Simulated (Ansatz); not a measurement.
What does this script print? It uses Ansatz 0.2.0 through its Python package.

`ch4ossi.xyz`
```text
8

O     1.55180   -0.90150    0.88990
C     1.70260    0.17890    0.26190
S     0.43240    1.07660   -0.59940
Si   -1.22040   -0.07440   -0.24650
H     2.71620    0.61740    0.19010
H    -1.59380   -0.12360    1.20850
H    -1.10760   -1.43640   -0.82670
H    -2.38910    0.60580   -0.93360
```

`ch4ossi.py`
```python
"""Stretching a bond of CH4OSSi, the rest held rigid."""

from dataclasses import dataclass

import ansatz as az
import numpy as np


@dataclass(frozen=True)
class RunConfig:
    basis: str = "cc-pVDZ"
    xc: str = "r2scan"


opts = RunConfig()

mol = az.Crystal.molecule_from_extxyz("ch4ossi.xyz")

symbols = [site.symbol for site in mol.cartesian_sites]
start = np.array([site.position_ang for site in mol.cartesian_sites])
axis = (start[0] - start[1]) / np.linalg.norm(start[0] - start[1])
moving = [0]
lengths, energies = [1.07, 1.16, 1.26, 1.38, 1.57, 1.89, 2.27, 2.77], []
for length in lengths:
    xyz = start.copy()
    xyz[moving] += (length - np.linalg.norm(start[0] - start[1])) * axis
    point = az.Crystal.molecule()
    for symbol, xyz in zip(symbols, xyz):
        point = point.atom(symbol, xyz.tolist())
    job = (
        point.calculation()
        .basis(gaussian=opts.basis)
        .functional(opts.xc)
    )
    r = job.run(threads=1).report
    energies.append(r["free_energy_ev"])
    print(f"r = {length:6.3f} A  E = {energies[-1]:.5f} eV  <S^2> = {abs(r['mean_field']['state']['spin_squared']):.3f}")

print("energy above the lowest point (eV):", [round(e - min(energies), 3) for e in energies])
```

```console
$ python ch4ossi.py
r =  1.070 A  E = -21858.21012 eV  <S^2> = 0.000
r =  1.160 A  E = -21859.19759 eV  <S^2> = 0.000
r =  1.260 A  E = -21859.21429 eV  <S^2> = 0.000
r =  1.380 A  E = -21858.47987 eV  <S^2> = 0.000
r =  1.570 A  E = -21856.73908 eV  <S^2> = 0.000
r =  1.890 A  E = -21853.91447 eV  <S^2> = 0.000
r =  2.270 A  E = -21851.53184 eV  <S^2> = 0.000
r =  2.770 A  E = -21849.81786 eV  <S^2> = 0.000
energy above the lowest point (eV): [1.004, 0.017, 0.0, 0.734, 2.475, 5.3, 7.682, 9.396]
```

Total energies depend on the basis set; only differences at equal settings carry meaning. The rest of the molecule is held rigid at a force-field or estimated start geometry, and the basis set is modest; single-reference methods fail as a bond breaks. The orbitals are restricted, so S² is zero by construction. Toward dissociation an unrestricted state can lie under the restricted one, by tenths of an eV for polar bonds under a functional and by 1 to 2 eV or more for others. It ran for 50 s on 1 thread of Arm Neoverse V1 (shared host), peak memory 0.21 GiB.

(Lines on the test bed's own set-up are left out of the output.)
